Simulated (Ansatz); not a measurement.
# C₂H₅F₃OTi: ionisation energy by level of theory

The task here is to estimate one member of a computed series from the others.

Method: unrestricted cation, the program's frozen cores in correlated methods; program: Ansatz 0.2.0, Gaussian basis.

The runs, in order: UKS PBE-D4/def2-TZVPP; UKS r2SCAN-D4/def2-TZVPP; UKS PBE0-D4/def2-TZVPP; UKS B3LYP-D4/def2-TZVPP; UKS wB97X-V/def2-TZVPP; UKS wB97M-V/def2-TZVPP; UKS B2PLYP/def2-TZVPP; UHF-CCSD(T)/def2-TZVPP; UHF-MP2/def2-QZVPP; extrapolation to the limit; then −ε(HOMO) from the neutral's earlier runs with LDA (SPW92), PBE-D4, revPBE-D4, BLYP-D4, r2SCAN-D4, B97M-V, PBE0-D4, B3LYP-D4, r2SCANh-D4, r2SCAN0-D4, HSE06-D4, BHLYP-D4, CAM-B3LYP-D4, LC-ωPBE, ωB97X-V, ωB97M-V.

## The geometry

An earlier PBE0-D4 in a triple-zeta def2 set relaxation fixed the geometry.

SMILES `CC[O][Ti]([F])([F])[F]`, 12 atoms, charge 0, spin multiplicity 1.

Atoms are counted from 1 here; the program's logs count them from 0.

Bond lengths: C1–C2 1.510 Å, C1–H8 1.091 Å, C1–H9 1.092 Å, C1–H10 1.092 Å, C2–O3 1.404 Å, C2–H11 1.095 Å, C2–H12 1.095 Å, O3–Ti4 1.734 Å, Ti4–F5 1.758 Å, Ti4–F6 1.757 Å, Ti4–F7 1.758 Å. Angles: C2–C1–H8 110.8°, C2–C1–H9 109.7°, C2–C1–H10 110.8°, H8–C1–H9 108.4°, H8–C1–H10 108.5°, H9–C1–H10 108.4°, C1–C2–O3 111.2°, C1–C2–H11 111.1°, C1–C2–H12 111.1°, O3–C2–H11 107.7°, O3–C2–H12 107.7°, H11–C2–H12 107.9°, C2–O3–Ti4 171.5°, O3–Ti4–F5 109.4°, O3–Ti4–F6 109.1°, O3–Ti4–F7 109.5°, F5–Ti4–F6 109.5°, F5–Ti4–F7 109.8° and more.

Coordinates:

```xyz
12

C    -0.4172   -0.3367    1.6990
C     0.4888   -0.8823    0.6216
O     0.3622   -0.1463   -0.5677
Ti    0.0329    0.9045   -1.9072
F     1.5030    1.7562   -2.3581
F    -1.1972    2.0683   -1.4380
F    -0.5476   -0.0454   -3.2676
H    -1.4625   -0.3851    1.3887
H    -0.3010   -0.9253    2.6119
H    -0.1699    0.7021    1.9251
H     0.2474   -1.9259    0.3955
H     1.5381   -0.8392    0.9306
```

Set-up of the first run:

in.yaml reads:

```yaml
crystal:
  periodic: [false, false, false]
  atoms:
    - {symbol: C, position_ang: [-0.417200, -0.336728, 1.699027]}
    - {symbol: C, position_ang: [0.488777, -0.882280, 0.621611]}
    - {symbol: O, position_ang: [0.362238, -0.146319, -0.567733]}
    - {symbol: Ti, position_ang: [0.032946, 0.904471, -1.907225]}
    - {symbol: F, position_ang: [1.503038, 1.756222, -2.358057]}
    - {symbol: F, position_ang: [-1.197186, 2.068301, -1.438047]}
    - {symbol: F, position_ang: [-0.547556, -0.045433, -3.267599]}
    - {symbol: H, position_ang: [-1.462525, -0.385062, 1.388658]}
    - {symbol: H, position_ang: [-0.301016, -0.925264, 2.611949]}
    - {symbol: H, position_ang: [-0.169869, 0.702075, 1.925107]}
    - {symbol: H, position_ang: [0.247424, -1.925878, 0.395509]}
    - {symbol: H, position_ang: [1.538129, -0.839207, 0.930599]}
basis:
  gaussian: {orbitals: def2-TZVPP}
total_charge: 1
magnetization: {spin_polarized: true, initial_magnetization: 1}
hamiltonian: {xc: pbe, dispersion: d4}
```

Started as:

```
> ansatz run in.yaml --threads 2 --pin off --events-out ev --progress --plain --max-ram 22528MiB --backend cuda --devices 0, --max-vram 18GiB
```

Steps of the session up to this table: Cation, UKS PBE-D4/def2-TZVPP; Cation, UKS r2SCAN-D4/def2-TZVPP; Cation, UKS PBE0-D4/def2-TZVPP; Cation, UKS B3LYP-D4/def2-TZVPP; Cation, UKS wB97X-V/def2-TZVPP; Cation, UKS wB97M-V/def2-TZVPP; Cation, UKS B2PLYP (frozen core)/def2-TZVPP; Cation, UHF-CCSD(T)/def2-TZVPP; Cation, UHF-MP2/def2-QZVPP.

One of the session's tables, all rows but one given; the rest of the session is left out.

Orbital estimates, from the neutral's runs:

| functional | −ε(HOMO) (eV) |
| --- | --- |
| LDA (SPW92) | 7.90 |
| PBE-D4 | 7.73 |
| revPBE-D4 | 7.66 |
| BLYP-D4 | 7.68 |
| r2SCAN-D4 | 8.07 |
| B97M-V | 8.18 |
| PBE0-D4 | 9.29 |
| B3LYP-D4 | ? |
| r2SCANh-D4 | 8.65 |
| r2SCAN0-D4 | 9.52 |
| HSE06-D4 | 8.88 |
| BHLYP-D4 | 10.81 |
| CAM-B3LYP-D4 | 10.77 |
| LC-ωPBE | 12.06 |
| ωB97X-V | 11.73 |
| ωB97M-V | 11.65 |

Estimate the missing values for B3LYP-D4.

Worked estimate for «−ε(HOMO) (eV)». Against the share of exact exchange, BLYP-D4 (0, 7.68), BHLYP-D4 (0.5, 10.81) give a slope of 6.26 per unit share; at 0.2 the line stands at 8.93.

The run gave: −ε(HOMO) (eV): 9.09. In «−ε(HOMO) (eV)» the line misses by -0.16.
